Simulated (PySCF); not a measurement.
**TiS2: a ladder of methods**

Aim: at the PBE0 minimum of singlet TiS2, found before, compare methods on energies and levels.

The runs use PySCF 2.14.0; several methods, basis Ti def2-TZVP, S def2-TZVP, no relativity, density fitting.

### Step 1. The starting structure

3 atoms, charge 0, spin multiplicity 1.

Bond lengths: Ti1–S2 2.065 Å, Ti1–S3 2.065 Å. Angles: S2–Ti1–S3 113.5°.

```xyz
3
charge 0 multiplicity 1
Ti   -0.0843   -0.6419    0.0000
S     0.0632    0.4813    1.7268
S     0.0632    0.4813   -1.7268
```

### Step 2. PBE0

One driver script runs all steps and calls PySCF; scf.py shows the equivalent input of each level. Each SCF starts from the density of the minimum. The driver also runs the species with one electron less or more at the same geometry (one less: multiplicity 2, one more: multiplicity 2); their logs are not shown.

The input, scf.py:

```python
from pyscf import gto, scf, dft
mol = gto.M(atom='''
Ti    -0.084266    -0.641900     0.000000
S      0.063186     0.481323     1.726794
S      0.063186     0.481323    -1.726794''',
    basis={'Ti': 'def2-TZVP', 'S': 'def2-TZVP'},
    charge=0, spin=0)
mf = dft.RKS(mol, xc='PBE0')
mf.grids.atom_grid = (99, 590)
aux = {'Ti': 'def2-universal-JKFIT', 'S': 'def2-universal-JKFIT'}
mf = mf.density_fit(auxbasis=aux)
mf.kernel()
```

### Step 3. HF

scf.py, as its differences from that of step 2:

```diff
@@ -8,2 +8 @@
-mf = dft.RKS(mol, xc='PBE0')
-mf.grids.atom_grid = (99, 590)
+mf = scf.RHF(mol)
```

### Step 4. MP2

scf.py, as its differences from that of step 3:

```diff
@@ -11,0 +12,2 @@
+from pyscf.mp import dfmp2
+dfmp2.DFMP2(mf, frozen=15).kernel()  # the driver gives MP2 a fitting basis of its own (RI)
```

### Step 5. PBE

scf.py, as its differences from that of step 4:

```diff
@@ -8 +8,2 @@
-mf = scf.RHF(mol)
+mf = dft.RKS(mol, xc='PBE')
+mf.grids.atom_grid = (99, 590)
@@ -12,2 +12,0 @@
-from pyscf.mp import dfmp2
-dfmp2.DFMP2(mf, frozen=15).kernel()  # the driver gives MP2 a fitting basis of its own (RI)
```

(Steps that only read results are left out.)

Q: Predict the outcome of this session. Wanted: atomisation energy, range; vertical ionisation energy, range; vertical electron affinity, range; orbital gap, range.

As calculated:

| quantity | value |
| --- | --- |
| atomisation energy, range | 226 (HF) to 1043 (PBE) kJ/mol |
| vertical ionisation energy, range | 6.85 (HF) to 11.14 (MP2) eV |
| vertical electron affinity, range | 0.55 (MP2) to 2.50 (HF) eV |
| orbital gap, range | 1.42 (PBE) to 8.33 (HF) eV |

**Reading.** The atomisation energy spreads over 817 kJ/mol, from HF to PBE; without a CCSD(T) value for it there is no yardstick here. Spin contamination is strong in at least one of the open-shell species at HF, MP2. Without diffuse functions electron affinities tend to come out too low.
